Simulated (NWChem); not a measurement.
# CH2BrF (bromofluoromethane) at 3 levels

We compute a comparison of 3 runs (PBE0/cc-pVDZ, M06-2X/cc-pVDZ, M06-L/cc-pVDZ) of CH2BrF (bromofluoromethane). 

The calculation is run with NWChem 7.3.0.

### Step 1. The molecule

CH2BrF has 5 atoms, charge 0, and is taken as a singlet. As SMILES, `FCBr`. The shape is that of a PBE0-D4/def2-TZVP optimisation.

Bond lengths: F1–C2 1.352 Å, C2–Br3 1.935 Å, C2–H4 1.088 Å, C2–H5 1.088 Å. Angles: F1–C2–Br3 110.7°, F1–C2–H4 109.8°, F1–C2–H5 109.8°, Br3–C2–H4 106.9°, Br3–C2–H5 106.9°, H4–C2–H5 112.8°.

### Step 2. Energy and forces at PBE0/cc-pVDZ (run 1)

The input, ch2brf.xyz:

```xyz
5
CH2BrF PBE0
F      0.686900     1.170700     0.163000
C      0.150000    -0.066700     0.076600
Br    -1.544900    -0.012500    -0.855200
H      0.807700    -0.713600    -0.500400
H     -0.049700    -0.451500     1.074600
```

The input, ch2brf.nw:

```
start ch2brf
title "CH2BrF PBE0"
memory stack 880 mb heap 220 mb global 1100 mb
geometry units angstrom noautosym nocenter noautoz
  load ch2brf.xyz
end
basis spherical bse
  * library cc-pVDZ
end
dft
  xc pbe0
  mult 1
  grid xfine
  convergence energy 1e-08
  iterations 100
  mulliken
  print low
end
task dft gradient
```

Launch:

```sh
$ nwchem ch2brf.nw > ch2brf.out
```

The program printed:

```text
[...]
 d= 0,ls=0.0,diis     1  -2712.7508663971 -2.88D+03  1.49D-02  6.98D-01     6.3
[...]
 d= 0,ls=0.0,diis     8  -2712.8309988673 -3.47D-09  2.05D-06  2.35D-08    32.1
         Total DFT energy =    -2712.830998867316
      One electron energy =    -4103.519176940248
           Coulomb energy =     1332.604863034885
    Exchange-Corr. energy =     -107.516647072720
 Nuclear repulsion energy =      165.599962110767
[...]
      Total Density - Mulliken Population Analysis
     ---------------------------------------------
    Atom       Charge   Shell Charges
 -----------   ------   -------------------------------------------------------
    1 F    9     9.19   2.01  0.90  1.00  3.33  1.96  0.01
    2 C    6     5.88   2.01  0.69  0.43  1.95  0.66  0.13
    3 Br  35    35.11   2.00  2.00  2.02  1.07  0.87  6.00  6.01  2.69  2.42  9.95  0.09
    4 H    1     0.91   0.75  0.13  0.03
    5 H    1     0.91   0.75  0.13  0.03
[...]
                         DFT ENERGY GRADIENTS
    atom               coordinates                        gradient
                 x          y          z           x          y          z
   1 F       1.298053   2.212302   0.308025   -0.000539  -0.001708  -0.000007
   2 C       0.283459  -0.126045   0.144753   -0.000145  -0.006112   0.000946
   3 Br     -2.919438  -0.023622  -1.616094    0.002422   0.000265   0.001271
   4 H       1.526332  -1.348508  -0.945619   -0.003326   0.004525   0.003404
   5 H      -0.093919  -0.853211   2.030700    0.001589   0.003031  -0.005615
 Task  times  cpu:       52.5s     wall:       52.5s
 Total times  cpu:       52.5s     wall:       52.5s
```

Run time: 53 s. Hardware: 1 thread of AMD EPYC 9R14 (Zen 4), shared host; peak memory 0.13 GiB.

### Step 3. Energy and forces at M06-2X/cc-pVDZ (run 2)

The input, a.xyz:

```xyz
5
CH2BrF
F      0.686900     1.170700     0.163000
C      0.150000    -0.066700     0.076600
Br    -1.544900    -0.012500    -0.855200
H      0.807700    -0.713600    -0.500400
H     -0.049700    -0.451500     1.074600
```

The input, a.nw:

```
start a
title "CH2BrF"
memory total 2200 mb

geometry noautosym nocenter noautoz
  load a.xyz
end

basis spherical bse
  * library cc-pVDZ
end

dft
  xc m06-2x
  mult 1
  grid xfine
  convergence energy 1e-08
  maxiter 100
  mulliken
end

task dft gradient
```

Launch:

```sh
$ nwchem a.nw > a.out
```

The program printed:

```text
[...]
          Wavefunction type:  closed shell.
          No. of atoms     :     5
          No. of electrons :    52
[...]
          Charge           :     0
          Spin multiplicity:     1
[...]
          AO basis - number of functions:    65
[...]
              XC Information
              --------------
                       M06-2X Method XC Functional
                     Hartree-Fock (Exact) Exchange  0.540
                        M06-2X Exchange Functional  1.000
                      M06-2X Correlation Potential  1.000
[...]
 d= 0,ls=0.0,diis     1  -2713.1894899908 -2.88D+03  1.26D-02  6.25D-01     6.6
[...]
 d= 0,ls=0.0,diis     8  -2713.2636482684 -5.66D-09  1.28D-06  6.46D-09    34.9
         Total DFT energy =    -2713.263648268373
      One electron energy =    -4103.609466679036
           Coulomb energy =     1332.719664427414
    Exchange-Corr. energy =     -107.973808127518
 Nuclear repulsion energy =      165.599962110767
[...]
      Total Density - Mulliken Population Analysis
     ---------------------------------------------
    Atom       Charge   Shell Charges
 -----------   ------   -------------------------------------------------------
    1 F    9     9.20   2.00  0.90  1.00  3.32  1.97  0.01
    2 C    6     5.85   2.01  0.69  0.43  1.94  0.66  0.13
    3 Br  35    35.12   2.00  2.00  2.02  1.02  0.91  6.00  6.00  2.66  2.46  9.96  0.07
    4 H    1     0.91   0.76  0.13  0.03
    5 H    1     0.91   0.76  0.13  0.03
[...]
  wavefunction    = closed shell
                         DFT ENERGY GRADIENTS
    atom               coordinates                        gradient
                 x          y          z           x          y          z
   1 F       1.298053   2.212302   0.308025    0.000352  -0.001358   0.000421
   2 C       0.283459  -0.126045   0.144753   -0.001845  -0.003585  -0.000399
   3 Br     -2.919438  -0.023622  -1.616094    0.002673  -0.000411   0.001520
   4 H       1.526332  -1.348508  -0.945619   -0.002445   0.003240   0.002632
   5 H      -0.093919  -0.853211   2.030700    0.001266   0.002114  -0.004173
[...]
```

Run time: 58 s. Hardware: 1 thread of AMD EPYC 9R14 (Zen 4), shared host; peak memory 0.13 GiB.

### Step 4. Energy and gradient at M06-L/cc-pVDZ (run 3)

The input, run.py:

```python
from ase import Atoms
from ase.calculators.nwchem import NWChem

atoms = Atoms(['F', 'C', 'Br', 'H', 'H'], positions=[
    [0.686900, 1.170700, 0.163000],
    [0.150000, -0.066700, 0.076600],
    [-1.544900, -0.012500, -0.855200],
    [0.807700, -0.713600, -0.500400],
    [-0.049700, -0.451500, 1.074600],
])

calc = NWChem(
    label='work',
    theory='dft',
    memory='2200 mb',
    basis='cc-pVDZ',
    basispar='spherical bse',
    dft={'xc': 'm06-l', 'mult': '1', 'grid': 'xfine', 'convergence': 'energy 1e-08', 'iterations': '100', 'mulliken': None},
)
atoms.calc = calc

forces = atoms.get_forces()
e = atoms.get_potential_energy()
print(f"E = {e:.6f} eV")
print("forces (eV/A):")
for s, f in zip(atoms.symbols, forces):
    print(f"{s:2s} {f[0]:10.5f} {f[1]:10.5f} {f[2]:10.5f}")
print("dipole (e A):", atoms.get_dipole_moment().round(4))
```

Launch:

```sh
$ export ASE_NWCHEM_COMMAND="nwchem PREFIX.nwi > PREFIX.nwo"
$ python run.py
```

The program printed:

```text
E = -73828.656663 eV
forces (eV/A):
F     0.12609    0.23937    0.02869
C    -0.05194    0.18435   -0.05934
Br   -0.22831   -0.01682   -0.12136
H     0.17869   -0.23428   -0.11040
H    -0.02458   -0.17257    0.26241
dipole (e A): [ 0.1654 -0.2816  0.1369]
```

The calculator wrote work.nwi:

```
title "work"

permanent_dir work

scratch_dir work

start work

geometry units angstrom nocenter noautosym noautoz
  F  6.8689999999999996e-01 1.1707000000000001e+00 1.6300000000000001e-01
  C  1.4999999999999999e-01 -6.6699999999999995e-02 7.6600000000000001e-02
  Br -1.5448999999999999e+00 -1.2500000000000001e-02 -8.5519999999999996e-01
  H  8.0769999999999997e-01 -7.1360000000000001e-01 -5.0039999999999996e-01
  H  -4.9700000000000001e-02 -4.5150000000000001e-01 1.0746000000000000e+00
end

memory 2200 mb

basis spherical bse noprint
   * library cc-pVDZ
end

dft
  xc m06-l
  mult 1
  grid xfine
  convergence energy 1e-08
  iterations 100
  mulliken
end

task dft gradient
```

work.nwo, shortened:

```text
[...]
         Total DFT energy =    -2713.153111608458
[...]
  wavefunction    = closed shell
                         DFT ENERGY GRADIENTS
    atom               coordinates                        gradient
                 x          y          z           x          y          z
   1 F       1.298053   2.212302   0.308025   -0.002452  -0.004655  -0.000558
   2 C       0.283459  -0.126045   0.144753    0.001010  -0.003585   0.001154
   3 Br     -2.919438  -0.023622  -1.616094    0.004440   0.000327   0.002360
   4 H       1.526332  -1.348508  -0.945619   -0.003475   0.004556   0.002147
   5 H      -0.093919  -0.853211   2.030700    0.000478   0.003356  -0.005103
[...]
```

Wall time 73 s (1 thread of AMD EPYC 9R14 (Zen 4), shared host); peak memory 0.13 GiB.

### Step 5. Overview of the runs

```csv
run,level,energy (Eh),largest force (eV/Å),wall time
1,PBE0/cc-pVDZ,-2712.830999,0.338,53 s
2,M06-2X/cc-pVDZ,-2713.263648,0.249,58 s
3,M06-L/cc-pVDZ,-2713.153112,0.315,73 s
```

### Step 6. Summary of results

```
                       quantity           value
            run 3: total energy  -2713.15311 Eh
           run 3: dipole moment          1.70 D
             run 3: HOMO energy        -7.09 eV
             run 3: LUMO energy        -0.63 eV
           run 3: HOMO–LUMO gap         6.46 eV
run 3: largest force on an atom      0.315 eV/Å
```

Totals of different functionals can't be ranked against each other. All runs together took 3.1 min, the longest 73 s.
